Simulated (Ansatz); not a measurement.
# MoC+ (doublet): from Hartree-Fock to the top rungs, def2-QZVPP

An exercise on one series of results from a longer session: the logs are not shown, and one member is left open.

Program: Ansatz 0.2.0, Gaussian basis. Level of theory: def2-QZVPP, core rule «outside noble gas», up to 5 orbitals frozen. These are calculated values, not measurements.

The runs, in order: UHF; ROHF; CCSD(T) on UHF.

2 further runs of the same task are left out: 2 set aside as unsound or not needed.

## The system

The geometry is a PBE0/def2-TZVP stationary point (not a proven minimum) of the parent state, kept for this charge and spin. No spin-orbit coupling is included. Elements past krypton take def2 core potentials.

2 atoms, charge 1, spin multiplicity 2.

Atoms are counted from 1 here; the program's logs count them from 0.

Bond lengths: Mo1–C2 1.654 Å.

As a file:

```xyz
2

Mo    0.0000    0.0000    0.0000
C     0.0000    0.0000    1.6536
```

The first run:

Contents of in.yaml:

```yaml
crystal:
  periodic: [false, false, false]
  atoms:
    - {symbol: Mo, position_ang: [0.000000, 0.000000, 0.000000]}
    - {symbol: C, position_ang: [0.000000, 0.000000, 1.653600]}
basis:
  gaussian: {orbitals: "def2-QZVPP.json"}
total_charge: 1
magnetization: {spin_polarized: true, initial_magnetization: 1}
hamiltonian: {xc: hf}
output: {orbitals: {seedname: orbitals}}
```

Command:

```bash
$ ansatz run in.yaml --threads 1 --pin off --events-out ev --progress --plain --max-ram 2560MiB --backend cpu
```

Steps of the session up to this table: UHF; ROHF; CCSD(T) on UHF.

One table of the session follows, with a row left open; its other results are not shown here.

It belongs to the step «Misses and costs». 

| method | from UCCSD(T) (meV) |
| --- | --- |
| ROHF | +9752.0 |
| UMP2 | +1643.5 |
| UCCSD | ? |
| UCCSD(T) | 0 |

Q: Estimate the row for UCCSD from the others.

**Answer.** from UCCSD(T) (meV): +626.1. In the column «from UCCSD(T) (meV)» it lies between UCCSD(T) (0) and UMP2 (+1643.5).

Left out of the table: UHF (another determinant or state than the rows shown).

Caveats from the session: The determinant is far from a pure spin state, so its energy mixes those of several spin states (harmless only where they are near-degenerate, as at dissociation). Warnings: spin contamination; coupled cluster took another determinant than the lowest.
